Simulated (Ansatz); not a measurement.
# CH6BFSi: the cost of one run

All numbers below are computed with Ansatz 0.2.0 (RKS PBE0-D4/6-31G*).

1 further run of the same task is left out (it didn't finish).

### 1 Starting point

Bond lengths: F1–B2 1.323 Å, B2–C3 1.551 Å, C3–Si4 1.917 Å, B2–H5 1.177 Å, C3–H6 1.088 Å, C3–H7 1.089 Å, Si4–H8 1.463 Å, Si4–H9 1.466 Å, Si4–H10 1.465 Å. Angles (14 of 15 angles, heavy atoms first): F1–B2–C3 119.2°, B2–C3–Si4 109.2°, F1–B2–H5 115.8°, C3–B2–H5 125.0°, B2–C3–H6 113.1°, B2–C3–H7 112.1°, Si4–C3–H6 107.5°, Si4–C3–H7 106.6°, C3–Si4–H8 110.7°, C3–Si4–H9 107.1°, C3–Si4–H10 109.8°, H6–C3–H7 108.1°, H8–Si4–H9 109.8°, H8–Si4–H10 109.8°.

Coordinates:

```xyz
10

F    -2.3696   -0.0866    0.2876
B    -1.2419    0.2700    0.8812
C    -0.0662    0.7942    0.0169
Si    0.9668   -0.6945   -0.6094
H    -1.2035    0.1077    2.0462
H     0.6064    1.4518    0.5634
H    -0.4136    1.3258   -0.8681
H     0.1249   -1.6307   -1.3545
H     2.0090   -0.1568   -1.4895
H     1.5877   -1.3809    0.5262
```

### 2 Relaxing end A

Contents of input.yaml:

```yaml
crystal:
  periodic: [false, false, false]
  atoms:
    - { symbol: F, position_ang: [-2.36964, -0.0866, 0.28763] }
    - { symbol: B, position_ang: [-1.24187, 0.27, 0.88124] }
    - { symbol: C, position_ang: [-0.06617, 0.79416, 0.01689] }
    - { symbol: Si, position_ang: [0.96683, -0.69447, -0.60937] }
    - { symbol: H, position_ang: [-1.20355, 0.10773, 2.04619] }
    - { symbol: H, position_ang: [0.60638, 1.45184, 0.56343] }
    - { symbol: H, position_ang: [-0.41358, 1.32577, -0.86814] }
    - { symbol: H, position_ang: [0.12485, -1.63074, -1.35453] }
    - { symbol: H, position_ang: [2.00901, -0.15675, -1.4895] }
    - { symbol: H, position_ang: [1.58773, -1.38094, 0.52617] }
basis:
  gaussian: { orbitals: "6-31G*" }
hamiltonian:
  xc: pbe0
  dispersion: d4
relax:
  f_tol: 0.015
  max_steps: 40
```

Command:

```
$ ansatz run input.yaml --threads 1 --pin off --max-ram 2048MiB --backend cpu --events-out ev --progress --plain --runs-dir out
```

**Question.** How long does this run take on 1 thread of AMD EPYC (Zen 3), shared host, and how much memory does it need?

About 77 s, with a peak of 0.16 GiB.
